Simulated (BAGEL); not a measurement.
**CH3BClFO (SMILES OC(F)BCl) at HF/def2-SVP (density fitting with qzvpp-jkfit)**

What is the vertical singlet–triplet gap of CH3BClFO at HF/def2-SVP (density fitting with qzvpp-jkfit)? 

The calculation is run with BAGEL 1.2.2.

8 further runs of the same task are left out: 6 that didn't finish, 2 set aside as unsound or not needed.

## (1) The system as given

CH3BClFO: 8 atoms, total charge 0, spin state singlet. SMILES: `OC(F)BCl`. Geometry: relaxed at PBE0-D4/def2-TZVP. This is one conformer, not always the lowest.

Bond lengths: O1–C2 1.377 Å, C2–F3 1.399 Å, C2–B4 1.589 Å, B4–Cl5 1.732 Å, O1–H6 0.962 Å, C2–H7 1.097 Å, B4–H8 1.189 Å. Angles: O1–C2–F3 110.4°, O1–C2–B4 107.3°, F3–C2–B4 107.0°, C2–B4–Cl5 119.9°, O1–C2–H7 112.0°, F3–C2–H7 105.2°, B4–C2–H7 114.8°, C2–O1–H6 109.9°, C2–B4–H8 120.8°, Cl5–B4–H8 119.3°.

## (2) The energy at HF/def2-SVP (density fitting with qzvpp-jkfit)

input.json reads:

```json
{ "bagel": [

{
  "title": "molecule",
  "basis": "svp",
  "df_basis": "qzvpp-jkfit",
  "angstrom": "true",
  "geometry": [
    { "atom": "O", "xyz": [      -0.045500,       0.346900,       1.395700 ] },
    { "atom": "C", "xyz": [       0.458900,       0.058800,       0.147300 ] },
    { "atom": "F", "xyz": [       1.315100,      -1.045400,       0.209200 ] },
    { "atom": "B", "xyz": [      -0.767200,      -0.356700,      -0.774700 ] },
    { "atom": "Cl", "xyz": [      -1.105700,       0.541100,      -2.217200 ] },
    { "atom": "H", "xyz": [       0.620500,       0.802400,       1.920200 ] },
    { "atom": "H", "xyz": [       1.073200,       0.877500,      -0.246600 ] },
    { "atom": "H", "xyz": [      -1.457200,      -1.281600,      -0.489900 ] }
  ]
},

{
  "title": "hf"
},

{
  "title": "print",
  "file": "orbitals.molden",
  "orbitals": "true"
}

]}
```

Launch:

```sh
$ BAGEL_NUM_THREADS=1 BAGEL input.json > input.out
```

Log:

```text
* using 1 threads per process

  ===============================================================
  ===============================================================

  *** Geometry ***

  { "atom" : "O", "xyz" : [     -0.085983,      0.655546,      2.637491 ] },
  { "atom" : "C", "xyz" : [      0.867195,      0.111116,      0.278357 ] },
  { "atom" : "F", "xyz" : [      2.485179,     -1.975520,      0.395331 ] },
  { "atom" : "B", "xyz" : [     -1.449798,     -0.674065,     -1.463971 ] },
  { "atom" : "Cl", "xyz" : [     -2.089470,      1.022531,     -4.189901 ] },
  { "atom" : "H", "xyz" : [      1.172575,      1.516316,      3.628652 ] },
  { "atom" : "H", "xyz" : [      2.028054,      1.658235,     -0.466006 ] },
  { "atom" : "H", "xyz" : [     -2.753709,     -2.421873,     -0.925777 ] },

  Number of auxiliary basis functions:      486

  Since a DF basis is specified, we compute 2- and 3-index integrals:
    o Being stored without compression. Storage requirement is 0.031 GB

  Number of basis functions:       89
  Number of electrons      :       48

    * METHOD: MOLECULE                             0.22

  *** RHF ***

  === Nuclear Repulsion ===
   202.5817195551

      * DIIS with orbital gradients will be used.

  === RHF iteration (svp) ===
      0       -697.62052724          0.01591364           0.08
      1       -697.74521504          0.00947376           0.08
      2       -697.79099264          0.00132931           0.08
      3       -697.79261153          0.00027096           0.08
      4       -697.79267216          0.00008504           0.08
      5       -697.79268094          0.00003011           0.08
      6       -697.79268197          0.00001169           0.08
      7       -697.79268210          0.00000297           0.08
      8       -697.79268211          0.00000124           0.08
      9       -697.79268211          0.00000044           0.08
     10       -697.79268211          0.00000014           0.08
     11       -697.79268211          0.00000006           0.08
     12       -697.79268211          0.00000003           0.08
     13       -697.79268211          0.00000001           0.08
     14       -697.79268211          0.00000001           0.08
    * SCF iteration converged.

    * Permanent dipole moment:
           (   -0.217262,    -0.722397,    -0.155611) a.u.

    * METHOD: HF                                   1.43

    * METHOD: PRINT                                0.01

  ===============================================================
```

It took 1.8 s on 1 thread of Arm Neoverse V2, shared host; peak memory 0.12 GiB.

## (3) The triplet, same level

input.json: that of step 2 with these lines changed.

```diff
@@ -6,3 +6,3 @@
   "df_basis": "qzvpp-jkfit",
-  "angstrom": "true",
+  "angstrom": true,
   "geometry": [
@@ -19,11 +19,5 @@
 
-{
-  "title": "hf"
-},
+{ "title": "rohf", "nopen": 2 },
 
-{
-  "title": "print",
-  "file": "orbitals.molden",
-  "orbitals": "true"
-}
+{ "title": "print", "file": "orbitals.molden", "orbitals": true }
```

Launch:

```sh
$ BAGEL_NUM_THREADS=1 BAGEL input.json > input.out
```

Log:

```text
* using 1 threads per process

  ===============================================================
  ===============================================================

  *** Geometry ***

  { "atom" : "O", "xyz" : [     -0.085983,      0.655546,      2.637491 ] },
  { "atom" : "C", "xyz" : [      0.867195,      0.111116,      0.278357 ] },
  { "atom" : "F", "xyz" : [      2.485179,     -1.975520,      0.395331 ] },
  { "atom" : "B", "xyz" : [     -1.449798,     -0.674065,     -1.463971 ] },
  { "atom" : "Cl", "xyz" : [     -2.089470,      1.022531,     -4.189901 ] },
  { "atom" : "H", "xyz" : [      1.172575,      1.516316,      3.628652 ] },
  { "atom" : "H", "xyz" : [      2.028054,      1.658235,     -0.466006 ] },
  { "atom" : "H", "xyz" : [     -2.753709,     -2.421873,     -0.925777 ] },

  Number of auxiliary basis functions:      486

  Since a DF basis is specified, we compute 2- and 3-index integrals:
    o Being stored without compression. Storage requirement is 0.031 GB

  Number of basis functions:       89
  Number of electrons      :       48

    * METHOD: MOLECULE                             0.23

  *** Open-shell HF ***

  === Nuclear Repulsion ===
   202.5817195551

      * DIIS with orbital gradients will be used.

  === ROHF iteration (svp) ===
      0       -697.37953388          0.03283285           0.18
      1       -697.51449573          0.02057350           0.18
      2       -697.55347942          0.01270380           0.17
      3       -697.57639141          0.00133825           0.17
      4       -697.57763423          0.00064557           0.17
      5       -697.57798025          0.00030705           0.17
      6       -697.57810247          0.00011558           0.17
      7       -697.57813981          0.00006625           0.18
      8       -697.57814799          0.00005191           0.18
      9       -697.57815217          0.00004623           0.17
[... 19 lines of this table left out ...]
     29       -697.57819213          0.00000004           0.17
     30       -697.57819214          0.00000003           0.17
     31       -697.57819215          0.00000002           0.18
     32       -697.57819219          0.00000001           0.18
    * SCF iteration converged.

    * S^2 (ROHF) is 2.0000

    * Permanent dipole moment:
           (   -0.733537,    -0.889435,    -0.557405) a.u.

    * METHOD: ROHF                                 5.97

    * METHOD: PRINT                                0.01

  ===============================================================
```

It took 6.6 s on 1 thread of Arm Neoverse V2, shared host; peak memory 0.12 GiB.

## (4) What came out

At HF/def2-SVP (density fitting with qzvpp-jkfit):

```
                                        quantity          value
                           singlet: total energy  -697.79268 Eh
                          singlet: dipole moment         1.96 D
                            singlet: HOMO energy      -12.09 eV
                            singlet: LUMO energy        2.21 eV
                          singlet: HOMO–LUMO gap       14.30 eV
                           triplet: total energy  -697.57819 Eh
                          triplet: dipole moment         3.25 D
                                   triplet: ⟨S²⟩          2.000
vertical energy of the triplet above the singlet       5.837 eV
```

In words: At this shape the triplet lies 5.84 eV (135 kcal/mol) above the singlet.
